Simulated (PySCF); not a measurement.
# LuN3O9 (Lu(NO3)3): the cost of one run

Computed with PySCF 2.14.0. Level: several levels, as the steps say, no spin–orbit coupling.

2 further runs of the same task are left out: 1 for a known fault of the program, 1 that didn't finish.

**1. The system as given**

13 atoms, charge 0, spin multiplicity 1.

Bond lengths: Lu1–O2 2.260 Å, Lu1–O3 2.260 Å, Lu1–N4 2.698 Å, Lu1–O6 2.260 Å, Lu1–O7 2.260 Å, Lu1–N8 2.698 Å, Lu1–O10 2.260 Å, Lu1–O11 2.260 Å, Lu1–N12 2.698 Å, O2–N4 1.294 Å, O3–N4 1.294 Å, N4–O5 1.186 Å, O6–N8 1.294 Å, O7–N8 1.294 Å, N8–O9 1.186 Å, O10–N12 1.294 Å, O11–N12 1.294 Å, N12–O13 1.186 Å. Angles: O2–Lu1–O3 57.1°, O2–Lu1–N4 28.6°, O2–Lu1–O6 100.1°, O2–Lu1–O7 115.6°, O2–Lu1–N8 110.2°, O2–Lu1–O10 100.1°, O2–Lu1–O11 139.6°, O2–Lu1–N12 122.2°, O3–Lu1–N4 28.6°, O3–Lu1–O6 139.6°, O3–Lu1–O7 100.1°, O3–Lu1–N8 122.2°, O3–Lu1–O10 115.6°, O3–Lu1–O11 100.1°, O3–Lu1–N12 110.2°, N4–Lu1–O6 122.2°, N4–Lu1–O7 110.2°, N4–Lu1–N8 120.0° and more.

Geometry (Å):

```mol
LuN3O9
  3D, bonds by distance, orders not assigned

 13 18  0  0  0  0  0  0  0  0999 V2000
    0.0000   -0.0000    0.0000 Lu  0  0
    1.9853    0.2440    1.0525 O   0  0
    1.9853   -0.2440   -1.0525 O   0  0
    2.6977   -0.0000    0.0000 N   0  0
    3.8841   -0.0000    0.0000 O   0  0
   -1.2040    1.5973    1.0525 O   0  0
   -0.7813    1.8413   -1.0525 O   0  0
   -1.3488    2.3363   -0.0000 N   0  0
   -1.9420    3.3637   -0.0000 O   0  0
   -0.7813   -1.8413    1.0525 O   0  0
   -1.2040   -1.5973   -1.0525 O   0  0
   -1.3489   -2.3363   -0.0000 N   0  0
   -1.9421   -3.3637   -0.0000 O   0  0
  1  2  8  0
  1  3  8  0
  1  4  8  0
  1  6  8  0
  1  7  8  0
  1  8  8  0
  1 10  8  0
  1 11  8  0
  1 12  8  0
  2  4  8  0
  3  4  8  0
  4  5  8  0
  6  8  8  0
  7  8  8  0
  8  9  8  0
 10 12  8  0
 11 12  8  0
 12 13  8  0
M  END
```

Formal oxidation states: Lu +3. Each metal's 14 4f electrons lie in its core potential, so multiplicities, spins and levels count the valence alone. An earlier session relaxed this geometry at r2SCAN, Lu lcecp-1-SVP with ECP60, O def2-SVP, N def2-SVP (singlet, point group D3).

At r2SCAN on the finer grid: E = -880.168379 Eh, HOMO -8.23 eV, LUMO -3.90 eV, Mulliken charge on Lu1 +1.25 e, largest force component 0.072 eV/Å. 

Levels to run: BP86; TPSSh; B3LYP; HF; r2SCAN, TZVP. Hardware: 4 threads of Arm Neoverse V2, shared host.

**2. BP86**

run.py (the lines that set the calculation)

```python
mol = gto.M(atom='''
Lu     0.00000     0.00000     0.00000
O      1.98529     0.24402     1.05248
O      1.98529    -0.24404    -1.05248
N      2.69769    -0.00001     0.00000
O      3.88408    -0.00002     0.00000
O     -1.20398     1.59730     1.05248
O     -0.78130     1.84134    -1.05248
N     -1.34883     2.33627     0.00000
O     -1.94202     3.36372     0.00000
O     -0.78132    -1.84133     1.05248
O     -1.20399    -1.59729    -1.05248
N     -1.34886    -2.33626     0.00000
O     -1.94206    -3.36370     0.00000''',
    basis={'Lu': 'lcecp-1-SVP', 'O': 'def2-SVP', 'N': 'def2-SVP'},
    ecp={'Lu': 'lcecp-1-SVP'},
    charge=0, spin=0)
mf = dft.RKS(mol, xc='B88,P86')
mf.grids.atom_grid = (75, 302)  # f atoms: unpruned, at least (60, 302)
mf = mf.density_fit()  # fitting sets: Lu AutoAux, O def2-universal-JKFIT, N def2-universal-JKFIT
mf.conv_tol = 1e-08; mf.max_cycle = 55
mf.kernel(dm0)  # dm0: the density of the relaxed state
```

Run with:

```console
OMP_NUM_THREADS=4 python run.py
```

**Question.** How long does this run take on 4 threads of Arm Neoverse V2, shared host?

About 12 s.
